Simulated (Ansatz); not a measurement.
# As₂H₃ (doublet): wave-function methods side by side at distance As1–As2 = 2.966 Å, cc-pVDZ

The task here is to estimate one member of a computed series from the others.

Program: Ansatz 0.2.0, Gaussian basis. Level of theory: cc-pVDZ, core rule «outside noble gas», up to 28 orbitals frozen. These are calculated values, not measurements.

To be run: UHF; CCSD(T) on ROHF; CCSD(T) on UHF; BCCD(T) on ROHF; CISD; CCSDT(Q) on ROHF; CCSDT(Q) on UHF; CASSCF and MRCISD+Q, 3 electrons in 3 orbitals; CASSCF and NEVPT2, 3 electrons in 3 orbitals.

34 further runs of the same task are left out: 5 for a known fault of the program, 22 that didn't finish, 7 set aside as unsound or not needed.

**The geometry**

The geometry derives from a PBE0/def2-TZVP stationary point (not a proven minimum). One bond is set to the value named and the two fragments are kept rigid. No spin-orbit coupling is included. The filled d shell of As may be among the frozen orbitals whatever the setting's name suggests; the logs give the count.

5 atoms, charge 0, spin multiplicity 2.

Atoms are counted from 1 here; the program's logs count them from 0.

Bond lengths: As1–H3 1.524 Å, As1–H4 1.522 Å, As2–H5 1.528 Å. Angles: H3–As1–H4 92.9°.

The first run:

in.yaml reads:

```yaml
crystal:
  periodic: [false, false, false]
  atoms:
    - {symbol: As, position_ang: [0.052255, 0.036100, 1.470484]}
    - {symbol: As, position_ang: [-0.027993, -0.047898, -1.493240]}
    - {symbol: H, position_ang: [-1.288218, 0.743793, 1.624089]}
    - {symbol: H, position_ang: [-0.571629, -1.343697, 1.623516]}
    - {symbol: H, position_ang: [0.056468, 1.476855, -1.556143]}
basis:
  gaussian: {orbitals: cc-pVDZ}
magnetization: {spin_polarized: true, initial_magnetization: 1}
hamiltonian: {xc: hf}
output: {orbitals: {seedname: orbitals}}
```

Started as:

```bash
$ ansatz run in.yaml --threads 1 --pin off --events-out ev --progress --plain --max-ram 2393MiB
```

Among the steps run: UHF; CCSD(T) on ROHF; CCSD(T) on UHF; BCCD(T) on ROHF; CISD; CCSDT(Q) on ROHF; CCSDT(Q) on UHF; CASSCF and MRCISD+Q, 3 electrons in 3 orbitals; CASSCF and NEVPT2, 3 electrons in 3 orbitals.

One of the session's tables, all rows but one given; the rest of the session is left out.

| method | from RCCSDT(Q) (kcal/mol) |
| --- | --- |
| ROHF | +166.59 |
| RMP2 | +34.78 |
| UMP2 | +42.11 |
| CISD | +23.77 |
| RCCSD | +6.91 |
| UCCSD | ? |
| RCCSD(T) | +1.37 |
| UCCSD(T) | +1.91 |
| BCCD(T) | +1.38 |
| RCCSDT | +0.37 |
| UCCSDT | +0.45 |
| RCCSDT(Q) | 0 |
| UCCSDT(Q) | -0.01 |
| CASSCF pair | +149.92 |
| NEVPT2 pair | +28.54 |
| MRCISD pair | +17.23 |
| MRCISD+Q pair | +1.17 |

**Question.** Estimate the row for UCCSD.

As computed: from RCCSDT(Q) (kcal/mol): +7.88. In the column «from RCCSDT(Q) (kcal/mol)» it lies between RCCSD (+6.91) and MRCISD pair (+17.23).

Among the levels timed on like hardware and quicker than the yardstick, those that no quicker one beats, quickest first: NEVPT2 pair (6 s, +28.54 kcal/mol); MRCISD+Q pair (6.5 s, +1.17 kcal/mol).

Left out of the table: UHF (another determinant or state than the rows shown).

Limits of these values: Of the multireference levels listed MRCISD+Q pair comes nearest in total energy (+1.17 kcal/mol), which doesn't show that its space is the better one. Restricted and unrestricted rows rest on different reference determinants; where their highest levels disagree by more than a few hundredths of an eV, they describe different states and don't form one ladder.
